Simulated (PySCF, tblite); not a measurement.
**CH₈O₄PSi₂ radical, a small gas-phase stand-in for a defect centre (Si site with back bonds [SiH3], C, OP(=O)(O)O): EPR parameters**

Aim: the EPR parameters of `C[Si]([SiH3])OP(=O)(O)O`. It is drawn as: dangling bond.

Programs: tblite 0.8.0 and PySCF 2.14.0. All values are calculated, for the isolated system unless a continuum is named. Atoms count from 0, parts from 1.

### 1 The system as given

16 atoms, charge 0, multiplicity 2; geometry: distance geometry start.

### 2 Relaxing the cluster with GFN2-xTB

Job settings and geometry (Å):

```
{"job": {"kind": "relax", "xc": "GFN2-xTB", "basis": "xTB"}, "charge": 0, "multiplicity": 2}
Si    -0.328388     0.779687    -0.837670
Si    -1.368222     1.547779     0.949104
C     -0.230806     1.910786    -2.269766
O      1.117137    -0.213200    -0.544132
P      1.057775    -1.892873    -0.084770
O      1.631956    -2.860890    -1.395813
O      2.056062    -2.108321     1.296474
O     -0.571005    -2.348239     0.322256
H     -1.178304     0.656240     2.035941
H     -0.845574     2.830683     1.285376
H     -2.767124     1.659637     0.660623
H     -1.030526     2.553822    -2.267693
H      0.662561     2.461579    -2.232220
H     -0.244386     1.357700    -3.164850
H      2.740980    -1.476549     1.621148
H     -1.340260    -2.134215    -0.205418
```

Level: GFN2-xTB geometry optimisation, gas phase.

Started as:

```bash
OMP_NUM_THREADS=1 python cluster_run.py task.json out
```

The driver reads the jobs from task.json and runs them one after another.

The log of the run:

```text
step      E/eV     max force
  0    -774.80967    7.853
  1    -776.55070    4.347
  2    -776.51589   16.555
  3    -777.50993    1.525
  4    -777.68801    1.172
  5    -777.84181    1.115
  6    -777.94362    1.124
  7    -778.09229    0.898
  8    -778.11897    0.693
  9    -778.14920    0.663
 10    -778.16873    0.878
 11    -778.19505    0.807
 12    -778.22062    0.440
 13    -778.24512    0.387
 14    -778.26998    0.851
 15    -778.29632    0.909
 16    -778.32086    0.545
 17    -778.33951    0.441
 18    -778.35708    0.521
 19    -778.37119    0.607
 20    -778.38860    0.377
 21    -778.40475    0.404
 22    -778.42561    0.610
 23    -778.44867    0.721
 24    -778.47190    0.524
 25    -778.46205    1.488
 26    -778.49833    0.257
 27    -778.50821    0.232
 28    -778.52628    0.543
 29    -778.53417    0.332
 30    -778.55783    0.364
 31    -778.58191    0.563
 32    -778.58927    0.620
 33    -778.59013    0.793
 34    -778.60318    0.225
 35    -778.60794    0.207
 36    -778.62041    0.381
 37    -778.62512    0.335
 38    -778.63302    0.135
 39    -778.63623    0.187
 40    -778.63983    0.189
 41    -778.64274    0.152
 42    -778.64572    0.190
 43    -778.64854    0.154
 44    -778.65215    0.155
 45    -778.65606    0.142
 46    -778.65944    0.103
 47    -778.66166    0.082
 48    -778.66313    0.085
 49    -778.66462    0.087
 50    -778.66624    0.088
 51    -778.66755    0.087
 52    -778.66834    0.143
 53    -778.66904    0.079
 54    -778.66983    0.075
 55    -778.67136    0.061
 56    -778.67193    0.055
 57    -778.67266    0.058
 58    -778.67332    0.066
 59    -778.67447    0.087
 60    -778.67596    0.106
 61    -778.67777    0.101
 62    -778.67953    0.110
 63    -778.68119    0.113
 64    -778.68271    0.087
 65    -778.68363    0.123
 66    -778.68467    0.103
 67    -778.68543    0.090
 68    -778.68676    0.074
 69    -778.68737    0.074
 70    -778.68839    0.103
 71    -778.68908    0.089
 72    -778.68983    0.084
 73    -778.69049    0.091
 74    -778.69112    0.063
 75    -778.69171    0.051
 76    -778.69233    0.053
 77    -778.69299    0.124
 78    -778.69362    0.091
 79    -778.69425    0.058
 80    -778.69478    0.062
 81    -778.69533    0.072
 82    -778.69662    0.096
 83    -778.69824    0.097
 84    -778.70009    0.107
 85    -778.70186    0.116
 86    -778.70378    0.140
 87    -778.70539    0.180
 88    -778.70708    0.133
 89    -778.70873    0.100
 90    -778.71040    0.110
 91    -778.71209    0.129
 92    -778.71502    0.167
 93    -778.71797    0.173
 94    -778.72057    0.134
 95    -778.72199    0.237
 96    -778.72356    0.161
 97    -778.72530    0.104
 98    -778.72866    0.158
 99    -778.73165    0.149
100    -778.73464    0.145
101    -778.73644    0.138
102    -778.73761    0.101
103    -778.73860    0.088
104    -778.74031    0.092
105    -778.74197    0.105
106    -778.74371    0.132
107    -778.74558    0.154
108    -778.74779    0.152
109    -778.75039    0.100
110    -778.75277    0.112
111    -778.75461    0.235
112    -778.75641    0.140
113    -778.75831    0.183
114    -778.76222    0.132
115    -778.76427    0.113
116    -778.76691    0.112
117    -778.76817    0.106
118    -778.76920    0.126
119    -778.77015    0.073
120    -778.77099    0.089
121    -778.77167    0.111
122    -778.77240    0.079
123    -778.77346    0.072
124    -778.77466    0.110
125    -778.77621    0.121
126    -778.77799    0.122
127    -778.77958    0.128
128    -778.78108    0.127
129    -778.78214    0.103
130    -778.78304    0.060
131    -778.78388    0.085
132    -778.78461    0.068
133    -778.78524    0.075
134    -778.78577    0.076
135    -778.78627    0.059
136    -778.78679    0.051
137    -778.78730    0.053
138    -778.78770    0.052
139    -778.78808    0.046
140    -778.78852    0.060
141    -778.78900    0.075
142    -778.78952    0.075
143    -778.79004    0.057
144    -778.79059    0.063
145    -778.79117    0.083
146    -778.79186    0.088
147    -778.79273    0.079
148    -778.79387    0.099
149    -778.79533    0.105
150    -778.79658    0.089
151    -778.79751    0.120
152    -778.79818    0.061
153    -778.79886    0.061
154    -778.79935    0.078
155    -778.79967    0.054
156    -778.79995    0.044
157    -778.80023    0.045
158    -778.80043    0.046
159    -778.80064    0.048
160    -778.80083    0.042
161    -778.80100    0.036
162    -778.80113    0.033
163    -778.80125    0.025
164    -778.80136    0.028
165    -778.80151    0.030
166    -778.80164    0.033
167    -778.80177    0.029
168    -778.80191    0.030
169    -778.80210    0.042
170    -778.80232    0.046
171    -778.80255    0.038
172    -778.80272    0.033
173    -778.80282    0.032
174    -778.80292    0.029
175    -778.80301    0.029
176    -778.80310    0.023
177    -778.80317    0.040
178    -778.80322    0.019
179    -778.80327    0.014
180    -778.80331    0.017
181    -778.80336    0.024
182    -778.80343    0.030
183    -778.80352    0.030
184    -778.80362    0.024
185    -778.80372    0.025
186    -778.80381    0.027
187    -778.80393    0.031
188    -778.80404    0.028
189    -778.80413    0.017
190    -778.80418    0.019
191    -778.80424    0.020
192    -778.80429    0.019
193    -778.80434    0.016
194    -778.80438    0.018
195    -778.80442    0.016
196    -778.80447    0.021
197    -778.80451    0.020
198    -778.80454    0.012
199    -778.80456    0.011
200    -778.80457    0.012
201    -778.80457    0.012
202    -778.80497    0.061
203    -778.80502    0.015
204    -778.80505    0.004
```

It took 8.5 s on 1 thread of Arm Neoverse V1, shared host.

The steps of the relaxation:

| step | energy from step 0 (eV) | largest force (eV/Å) |
| --- | --- | --- |
| 0 | 0.0000 | 7.8535 |
| 8 | -3.3093 | 0.6932 |
| 16 | -3.5112 | 0.5450 |
| 24 | -3.6622 | 0.5245 |
| 32 | -3.7796 | 0.6199 |
| 40 | -3.8302 | 0.1892 |
| 48 | -3.8535 | 0.0857 |
| 56 | -3.8623 | 0.0546 |
| 64 | -3.8730 | 0.0872 |
| 72 | -3.8802 | 0.0836 |
| 80 | -3.8851 | 0.0622 |
| 88 | -3.8974 | 0.1327 |
| 96 | -3.9139 | 0.1607 |
| 104 | -3.9306 | 0.0923 |
| 112 | -3.9467 | 0.1407 |
| 120 | -3.9613 | 0.0890 |
| 128 | -3.9714 | 0.1267 |
| 136 | -3.9771 | 0.0511 |
| 144 | -3.9809 | 0.0626 |
| 152 | -3.9885 | 0.0612 |
| 160 | -3.9912 | 0.0421 |
| 168 | -3.9922 | 0.0302 |
| 176 | -3.9934 | 0.0233 |
| 184 | -3.9940 | 0.0245 |
| 192 | -3.9946 | 0.0188 |
| 200 | -3.9949 | 0.0127 |
| 204 | -3.9954 | 0.0042 |

Distances of close pairs at the start and the end, largest changes first:

| bond | before (Å) | after (Å) | change (Å) |
| --- | --- | --- | --- |
| P4–O5 | 1.728 | 1.459 | -0.269 |
| O3–P4 | 1.742 | 1.543 | -0.200 |
| P4–O7 | 1.740 | 1.603 | -0.137 |
| P4–O6 | 1.718 | 1.612 | -0.106 |
| Si0–Si1 | 2.205 | 2.308 | +0.102 |
| Si0–C2 | 1.828 | 1.915 | +0.087 |
| Si0–O3 | 1.778 | 1.701 | -0.077 |
| C2–H11 | 1.026 | 1.085 | +0.059 |

### 3 Relaxing the molecule at PBE0-D3(BJ)/def2-SVP

Job settings and geometry (Å):

```
{"job": {"xc": "PBE0", "basis": "def2-SVP", "d3": "d3bj", "grid": 2, "kind": "geom", "shake": 0.01}, "charge": 0, "multiplicity": 2}
Si    -0.685110     0.439786    -0.796791
Si    -0.991027     1.032290     1.415129
C     -0.171335     1.711390    -2.151336
O      0.674572    -0.562794    -0.943097
P      0.882034    -1.705333     0.067755
O      1.913758    -2.685346    -0.202604
O      1.153206    -0.905139     1.456336
O     -0.563653    -2.311985     0.280063
H     -1.577949    -0.086332     2.165527
H      0.096775     1.552032     2.279504
H     -2.001383     2.108489     1.389017
H     -0.850825     2.536509    -2.199174
H      0.801548     2.136116    -1.919848
H     -0.101033     1.254679    -3.118084
H      1.914460    -1.278250     1.879781
H     -0.505490    -3.247426     0.419964
```

The log of the run:

```text
step   0  E = -1262.96327199  max force = 0.032523
step   1  E = -1262.97615806  max force = 0.018958
step   2  E = -1262.97992381  max force = 0.007454
step   3  E = -1262.98067511  max force = 0.004942
step   4  E = -1262.98106705  max force = 0.001948
step   5  E = -1262.98117987  max force = 0.002042
step   6  E = -1262.98124706  max force = 0.001168
step   7  E = -1262.98129227  max force = 0.001324
step   8  E = -1262.98136184  max force = 0.001489
step   9  E = -1262.98145444  max force = 0.001508
step  10  E = -1262.98154087  max force = 0.001580
step  11  E = -1262.98159287  max force = 0.001056
step  12  E = -1262.98162394  max force = 0.000652
step  13  E = -1262.98163597  max force = 0.000625
step  14  E = -1262.98165039  max force = 0.000793
step  15  E = -1262.98165877  max force = 0.000615
step  16  E = -1262.98166907  max force = 0.000419
optimisation converged
```

Wall time 8.6 min (1 thread of Arm Neoverse V1, shared host); peak memory 0.93 GiB.

Along the way:

| step | energy from step 0 (eV) | largest force component (eV/Å) |
| --- | --- | --- |
| 0 | 0.0000 | 1.6724 |
| 1 | -0.3506 | 0.9749 |
| 2 | -0.4531 | 0.3833 |
| 3 | -0.4736 | 0.2541 |
| 4 | -0.4842 | 0.1002 |
| 5 | -0.4873 | 0.1050 |
| 6 | -0.4891 | 0.0601 |
| 7 | -0.4904 | 0.0681 |
| 8 | -0.4922 | 0.0766 |
| 9 | -0.4948 | 0.0775 |
| 10 | -0.4971 | 0.0812 |
| 11 | -0.4985 | 0.0543 |
| 12 | -0.4994 | 0.0335 |
| 13 | -0.4997 | 0.0321 |
| 14 | -0.5001 | 0.0408 |
| 15 | -0.5003 | 0.0316 |
| 16 | -0.5006 | 0.0215 |

Distances of close pairs at the start and the end, largest changes first:

| bond | before (Å) | after (Å) | change (Å) |
| --- | --- | --- | --- |
| Si0–C2 | 1.928 | 1.874 | -0.054 |
| O3–P4 | 1.540 | 1.584 | +0.044 |
| Si0–Si1 | 2.310 | 2.352 | +0.042 |
| C2–H11 | 1.070 | 1.101 | +0.031 |
| C2–H13 | 1.072 | 1.101 | +0.029 |
| P4–O5 | 1.448 | 1.472 | +0.024 |
| P4–O7 | 1.582 | 1.606 | +0.023 |
| Si1–H10 | 1.476 | 1.499 | +0.023 |

The end geometry stands in the next job.

| at the end point | value |
| --- | --- |
| point group (found at 0.08 Å tolerance) | C1 |
| rotational constants (GHz, main isotopes) | 1.807, 0.811, 0.664 |
| dipole moment (D) | 1.62 |
| ⟨S²⟩ | 0.753 |

### 4 g tensor and hyperfine couplings: B3LYP/IGLO-III+pcH-1

Job settings and geometry (Å):

```
{"job": {"kind": "epr"}, "charge": 0, "multiplicity": 2}
Si    -0.744216     0.475738    -0.835214
Si    -1.006695     1.379831     1.320480
C     -0.128939     1.699030    -2.114664
O      0.434470    -0.763165    -0.818088
P      0.865853    -1.916880     0.177372
O      2.187645    -2.528528    -0.036453
O      0.693976    -1.235763     1.640524
O     -0.407105    -2.891349     0.090053
H     -1.740419     0.438975     2.213807
H      0.291372     1.777471     1.953349
H     -1.835022     2.617061     1.145381
H     -0.820871     2.552588    -2.184176
H      0.869800     2.075339    -1.838765
H     -0.058128     1.225981    -3.105815
H      1.559486    -1.128869     2.055925
H     -0.172666    -3.788752     0.358404
```

Method: UKS B3LYP, IGLO-III on C O P Si, pcH-1 on H, non-relativistic, mean-field spin-orbit, GIAO.

The log of the run:

```text
UKS, coarse grid
  cycle   1  E = -1264.15754675  |g| = 1.06e+00
  cycle   2  E = -1263.38329126  |g| = 1.78e+00
  cycle   3  E = -1264.50756735  |g| = 2.76e-01
  cycle   4  E = -1264.53288174  |g| = 9.57e-02
  cycle   5  E = -1264.53574183  |g| = 1.99e-02
  cycle   6  E = -1264.53587667  |g| = 1.02e-02
  cycle   7  E = -1264.53591490  |g| = 2.57e-03
  cycle   8  E = -1264.53591711  |g| = 1.02e-03
  cycle   9  E = -1264.53591718  |g| = 3.28e-04
UKS, final grid
  cycle   1  E = -1264.53589035  |g| = 4.62e-04
  cycle   2  E = -1264.53589020  |g| = 7.87e-04
  cycle   3  E = -1264.53589044  |g| = 1.11e-04
  cycle   4  E = -1264.53589044  |g| = 2.46e-05
E = -1264.53589044 Eh   <S^2> = 0.7523 (exact 0.7500)
g shifts (ppm)      1          2          3
  rmc          -155       -155       -155
  gc             63         14         76
  oz_so       -1687        -45       2770
  total       -1779       -186       2690
hyperfine (MHz)  atom isotope    a_iso     a_fc   dipolar eigenvalues
    0  29Si    -533.32    -534.60   -151.73     74.85     76.88
    1  29Si    -100.82    -100.98    -21.23      9.12     12.11
    2   13C      29.91      29.90     -4.88     -3.95      8.83
    3   17O     -19.52     -19.47    -19.05      9.10      9.95
    4   31P      -1.00      -0.98     -1.63     -0.22      1.86
    5   17O      -0.62      -0.62     -1.28      0.56      0.72
    6   17O       0.27       0.27     -0.25     -0.11      0.37
    7   17O       0.89       0.89     -0.30     -0.03      0.33
    8    1H      -5.84      -5.84     -2.64     -1.28      3.92
    9    1H      59.35      59.35     -2.59     -0.30      2.88
   10    1H      -1.90      -1.90     -2.71     -1.20      3.91
   11    1H      -3.23      -3.23     -4.02     -2.00      6.02
   12    1H      56.86      56.86     -4.01      0.31      3.70
   13    1H      10.46      10.47     -4.52     -2.69      7.21
   14    1H      -0.06      -0.07     -1.05     -0.70      1.75
   15    1H      -0.51      -0.51     -0.94     -0.77      1.70
```

It took 3.3 min on 1 thread of Arm Neoverse V1, shared host; peak memory 1.6 GiB.

Principal g values 2.00054, 2.00213, 2.00501; g(iso) = 2.00256, against 2.00232 for a free electron.

Hyperfine couplings, nucleus by nucleus at this fixed geometry (no averaging over rotations):

| nuclei | isotope | a(iso) (MHz) | a(iso) (G, at g = 2.0023) | largest dipolar term (MHz) |
| --- | --- | --- | --- | --- |
| Si0 | 29Si | -533.3 | -190.3 | -151.7 |
| Si1 | 29Si | -100.8 | -36.0 | -21.2 |
| H9 | 1H | 59.4 | 21.2 | 2.9 |
| H12 | 1H | 56.9 | 20.3 | -4.0 |
| C2 | 13C | 29.9 | 10.7 | 8.8 |
| O3 | 17O | -19.5 | -7.0 | -19.0 |
| H13 | 1H | 10.5 | 3.7 | 7.2 |
| H8 | 1H | -5.8 | -2.1 | 3.9 |
| H11 | 1H | -3.2 | -1.2 | 6.0 |
| H10 | 1H | -1.9 | -0.7 | 3.9 |
| P4 | 31P | -1.0 | -0.4 | 1.9 |
| O7 | 17O | 0.9 | 0.3 | 0.3 |
| O5 | 17O | -0.6 | -0.2 | -1.3 |
| H15 | 1H | -0.5 | -0.2 | 1.7 |

Mulliken spin populations:

Si0 0.85; Si1 0.06; C2 0.00; O3 0.02; P4 0.00; O5 0.00; O6 0.00; O7 0.00; H8 0.00; H9 0.03; H10 0.00; H11 0.00; H12 0.03; H13 0.00; H14 0.00; H15 0.00

In first order the couplings over 0.8 MHz of 1H, 31P give 128 distinct lines over 49.5 G.

Orbitals, density, ELF and potential are computed afterwards from the orbital file.

ELF in a plane through or near 5 of the atoms.

Values, 10 rows by 14 columns:
```
0.00 0.00 0.00 0.00 0.00 0.00 0.00 0.00 0.00 0.00 0.00 0.00 0.00 0.00
0.00 0.00 0.00 0.02 0.14 0.03 0.05 0.17 0.01 0.00 0.00 0.00 0.00 0.00
0.00 0.00 0.00 0.95 0.99 0.59 0.49 0.89 0.12 0.00 0.00 0.00 0.00 0.00
0.00 0.00 0.01 0.94 0.99 0.17 0.77 0.45 0.05 0.55 0.32 0.01 0.00 0.00
0.00 0.00 0.00 0.01 0.10 0.83 0.96 0.12 0.48 0.74 0.31 0.01 0.00 0.00
0.00 0.00 0.72 0.95 0.44 0.33 0.22 0.68 0.48 0.09 0.32 0.03 0.00 0.00
0.00 0.01 0.84 0.98 0.20 0.88 0.19 0.64 0.75 0.20 0.21 0.02 0.00 0.00
0.00 0.00 0.02 0.42 1.00 0.92 0.01 0.42 0.12 0.03 0.08 0.03 0.00 0.00
0.00 0.00 0.00 0.10 0.78 0.38 0.00 0.00 0.00 0.00 0.00 0.00 0.00 0.00
0.00 0.00 0.00 0.00 0.00 0.00 0.00 0.00 0.00 0.00 0.00 0.00 0.00 0.00
```
The map spans 12.2 Å across and 10.5 Å up, centred on the molecule. Atoms in the plane (x, y in Å): Si1 (-1.0, 1.9), C2 (-2.3, -1.4), O3 (0.5, -1.1), H11 (-3.3, -1.0), H13 (-2.3, -2.4).

On the surface of density 0.002 e/bohr³ the electrostatic potential runs, from the 1st to the 99th percentile, from -1.85 V near O5 to 2.72 V near H14.

The spin density lies nearest to Si0 69 %; Si1 8 %; O3 6 %.

### 5 EPR parameters: BHandHLYP/IGLO-III+pcH-1

Settings changed since step 4:

```diff
@@ -1,2 +1,2 @@
-{"job": {"kind": "epr"}, "charge": 0, "multiplicity": 2}
+{"job": {"kind": "epr", "xc": "BHandHLYP"}, "charge": 0, "multiplicity": 2}
 Si    -0.744216     0.475738    -0.835214
```

Method: UKS BHandHLYP, IGLO-III on C O P Si, pcH-1 on H, non-relativistic, mean-field spin-orbit, GIAO.

The log of the run:

```text
UKS, coarse grid
  cycle   1  E = -1264.02250718  |g| = 8.77e-01
  cycle   2  E = -1263.93078920  |g| = 1.04e+00
  cycle   3  E = -1264.28810774  |g| = 1.16e-01
  cycle   4  E = -1264.29219306  |g| = 5.36e-02
  cycle   5  E = -1264.29326897  |g| = 7.84e-03
  cycle   6  E = -1264.29331109  |g| = 3.85e-03
  cycle   7  E = -1264.29332182  |g| = 1.67e-03
  cycle   8  E = -1264.29332488  |g| = 6.08e-04
UKS, final grid
  cycle   1  E = -1264.29330676  |g| = 5.75e-04
  cycle   2  E = -1264.29330681  |g| = 6.78e-04
  cycle   3  E = -1264.29330698  |g| = 9.16e-05
  cycle   4  E = -1264.29330700  |g| = 6.27e-05
  cycle   5  E = -1264.29330701  |g| = 1.40e-05
E = -1264.29330701 Eh   <S^2> = 0.7537 (exact 0.7500)
g shifts (ppm)      1          2          3
  rmc          -156       -156       -156
  gc             62         13         76
  oz_so       -1748        -54       2554
  total       -1842       -197       2473
hyperfine (MHz)  atom isotope    a_iso     a_fc   dipolar eigenvalues
    0  29Si    -570.65    -571.91   -156.36     76.51     79.85
    1  29Si    -102.01    -102.17    -21.49      8.74     12.75
    2   13C      31.32      31.30     -4.81     -3.84      8.65
    3   17O     -23.70     -23.66    -18.12      8.58      9.54
    4   31P      -3.07      -3.06     -1.41     -0.28      1.69
    5   17O      -0.57      -0.57     -1.04      0.45      0.60
    6   17O       0.30       0.30     -0.23     -0.11      0.34
    7   17O       1.10       1.10     -0.32     -0.00      0.32
    8    1H      -7.17      -7.16     -2.62     -1.32      3.94
    9    1H      58.04      58.03     -2.47     -0.30      2.76
   10    1H      -2.16      -2.17     -2.66     -1.24      3.91
   11    1H      -3.44      -3.44     -4.06     -2.09      6.15
   12    1H      55.92      55.92     -3.94      0.37      3.57
   13    1H       9.59       9.60     -4.54     -2.74      7.28
   14    1H      -0.08      -0.08     -1.03     -0.70      1.73
   15    1H      -0.67      -0.67     -0.93     -0.78      1.71
```

Run time: 3.4 min. Hardware: 1 thread of Arm Neoverse V1, shared host; peak memory 1.6 GiB.

In short: g(iso) 2.00246.

### 6 Comparing the runs: EPR parameters

g, ⟨S²⟩ and isotropic hyperfine couplings (MHz), with basis size and wall time:

| run | g(iso) | ⟨S²⟩ | 29Si Si0 | 29Si Si1 | 1H H9 | 1H H12 | 13C C2 | functions | time |
| --- | --- | --- | --- | --- | --- | --- | --- | --- | --- |
| B3LYP/IGLO-III+pcH-1 | 2.00256 | 0.752 | -533.3 | -100.8 | 59.4 | 56.9 | 29.9 | 387 | 3.3 min |
| BHandHLYP/IGLO-III+pcH-1 | 2.00246 | 0.754 | -570.6 | -102.0 | 58.0 | 55.9 | 31.3 | 387 | 3.4 min |

### 7 Outcome

| quantity | value |
| --- | --- |
| point group | C1 |
| rotational constants (main isotopes) | 1.81, 0.81, 0.66 GHz |
| g(iso) (B3LYP) | 2.00256 |
| ⟨S²⟩ | 0.752 (exact 0.75) |
| largest a(iso) | 29Si on Si0, -533.3 MHz |
| potential on the surface of density 0.002 e/bohr³, 1st and 99th percentile | -1.85 V and 2.72 V |

**Reading.** The start of the PBE0/def2-SVP relaxation was shaken at random by about 0.01 Å, so part of the energy gained, and of the first lengths quoted, undoes that. Over 16 steps the energy fell by 0.501 eV; of the close pairs, Si0–C2 changed most, 1.928 to 1.874 Å (PBE0/def2-SVP). Si0 carries the largest spin population, 0.85 e. The isotropic g lies 0.2 ppt above the free-electron value. The coupling of 29Si on Si0 runs from -570.6 (BHandHLYP/IGLO-III+pcH-1) to -533.3 MHz (B3LYP/IGLO-III+pcH-1). A capped cluster stands for the solid here, so long-range fields and strain are missing, and bands or shifts of the capping hydrogens have no counterpart in it.
